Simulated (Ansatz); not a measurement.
# ZnSiH₃ radical: an energy map over bond length Si1–H4 and bond length Si1–H5

A grid of calculations on H3SiZn, SMILES [SiH3][Zn], spin multiplicity 2, to see where the energy is lowest and how it rises around there.

Program: Ansatz 0.2.0. Level of theory: UKS r2SCAN0-D4/def2-SVP. These are calculated values, not measurements.

**1. The starting structure**

SMILES `[SiH3][Zn]`, 5 atoms, charge 0, spin multiplicity 2.

Atoms are counted from 1 here; the program's logs count them from 0.

Bond lengths: Si1–Zn2 2.510 Å, Si1–H3 1.512 Å, Si1–H4 1.512 Å, Si1–H5 1.512 Å. Angles: Zn2–Si1–H3 110.0°, Zn2–Si1–H4 112.4°, Zn2–Si1–H5 111.1°, H3–Si1–H4 107.7°, H3–Si1–H5 107.6°, H4–Si1–H5 107.9°.

Geometry (Å):

```xyz
5

Si   -0.1472    0.0703   -0.0638
Zn    1.9842   -0.9864    0.7375
H    -1.1560    0.1165    1.0619
H    -0.7715   -0.6909   -1.2111
H     0.0905    1.4905   -0.5245
```

This geometry comes from a loose relaxation at PBE in a small basis, which is not shown.

**3. Plan of the scan**

First coordinate, bond length Si1–H4: 9 values from 1.255 to 1.943 Å. Second coordinate, bond length Si1–H5: 9 values from 1.285 to 2.092 Å.

Nothing else is relaxed (all other coordinates rigid). Energies count from the relaxed molecule at the same level.

(The set-up runs are not shown.)

**4. Point bond length Si1–H4 = 1.685 Å, bond length Si1–H5 = 1.285 Å**

Input file input.yaml:

```yaml
crystal:
  periodic: [false, false, false]
  atoms:
    - { symbol: Si, position_ang: [-0.140869, 0.070367, -0.05137] }
    - { symbol: Zn, position_ang: [1.966801, -0.982656, 0.716429] }
    - { symbol: H, position_ang: [-1.15844, 0.124293, 1.041583] }
    - { symbol: H, position_ang: [-0.828281, -0.780279, -1.333201] }
    - { symbol: H, position_ang: [0.051635, 1.275687, -0.453081] }
magnetization:
  spin_polarized: true
  initial_magnetization: 1
basis:
  gaussian: { orbitals: def2-SVP }
hamiltonian:
  xc: { name: r2SCAN0 }
  dispersion: d4
output:
  forces: true
```

On the command line:

```sh
$ ansatz run input.yaml --threads 1 --pin off --max-ram 2560MiB --backend cpu --events-out ev --progress --plain --runs-dir out
```

The session goes on with these runs: all other points of the grid.

What does the calculation give? Wanted: lowest point; highest computed point; dipole moment; largest force on an atom.

The runs gave:

```
                       quantity                                                                                                                                                               value
                   lowest point                                                                                           bond length Si1–H4 = 1.513 Å, bond length Si1–H5 = 1.487 Å, 0.08 kcal/mol
         highest computed point                                                                          bond length Si1–H4 = 1.943 Å, bond length Si1–H5 = 2.092 Å, 56.2 kcal/mol above the lowest
              dipole moment (D)  1.16 at bond length Si1–H4 = 1.255 Å, bond length Si1–H5 = 1.285 Å to 2.62 at bond length Si1–H4 = 1.943 Å, bond length Si1–H5 = 2.092 Å; 1.44 at the lowest point
largest force on an atom (eV/Å)     0.4 at bond length Si1–H4 = 1.513 Å, bond length Si1–H5 = 1.487 Å to 8.6 at bond length Si1–H4 = 1.255 Å, bond length Si1–H5 = 2.092 Å; 0.4 at the lowest point
        time for the whole task                                                                                                                                     12 min on 1 thread, shared host
```

The lowest computed point is at bond length Si1–H4 = 1.513 Å, bond length Si1–H5 = 1.487 Å, 0.08 kcal/mol from the relaxed molecule at the same level. It is the only kind of minimum in the scanned range. The highest computed point, bond length Si1–H4 = 1.943 Å, bond length Si1–H5 = 2.092 Å, lies 56.2 kcal/mol above the lowest. Round the minimum the two coordinates are nearly uncoupled.
